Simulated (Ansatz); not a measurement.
# CH5GaSn: the cost of one run

Method: RKS PBE0/def2-SVP, in Ansatz 0.2.0.

## (1) The starting structure

Bond lengths: C1–Sn3 2.055 Å, Ga2–Sn3 2.725 Å, C1–H4 1.069 Å, C1–H5 1.124 Å, Ga2–H6 1.537 Å, Sn3–H7 1.806 Å, Sn3–H8 1.721 Å. Angles: C1–Sn3–Ga2 60.8°, C1–Sn3–H7 109.2°, C1–Sn3–H8 111.1°, Ga2–Sn3–H7 59.4°, Ga2–Sn3–H8 155.0°, H7–Sn3–H8 107.2°, Sn3–C1–H4 110.9°, Sn3–C1–H5 113.7°, H4–C1–H5 106.8°, Sn3–Ga2–H6 56.5°.

Coordinates:

```xyz
8

C    -0.8638    0.3986   -0.5118
Ga    1.1421    1.6629    0.2369
Sn    0.2683   -0.8898    0.6209
H    -1.8935    0.1134   -0.4979
H    -0.5529    0.4422   -1.5915
H    -0.0093    1.2933    1.1863
H     2.0182   -0.5520    0.3318
H    -0.0170   -2.5257    0.1695
```

## (2) Relaxing end A

input.yaml reads:

```yaml
crystal:
  periodic: [false, false, false]
  atoms:
    - { symbol: C, position_ang: [-0.8638, 0.3986, -0.5118] }
    - { symbol: Ga, position_ang: [1.1421, 1.6629, 0.2369] }
    - { symbol: Sn, position_ang: [0.2683, -0.8898, 0.6209] }
    - { symbol: H, position_ang: [-1.8935, 0.1134, -0.4979] }
    - { symbol: H, position_ang: [-0.5529, 0.4422, -1.5915] }
    - { symbol: H, position_ang: [-0.0093, 1.2933, 1.1863] }
    - { symbol: H, position_ang: [2.0182, -0.552, 0.3318] }
    - { symbol: H, position_ang: [-0.017, -2.5257, 0.1695] }
basis:
  gaussian: { orbitals: def2-SVP }
hamiltonian:
  xc: pbe0
relax:
  f_tol: 0.015
  max_steps: 40
```

Run with:

```
> ansatz run input.yaml --threads 2 --pin off --max-ram 3072MiB --backend cpu --events-out ev --progress --plain --runs-dir out
```

Q: Estimate wall time and peak memory on 2 threads of AMD EPYC 9R45 (Zen 5), shared host.

About 27 s, with a peak of 0.25 GiB.
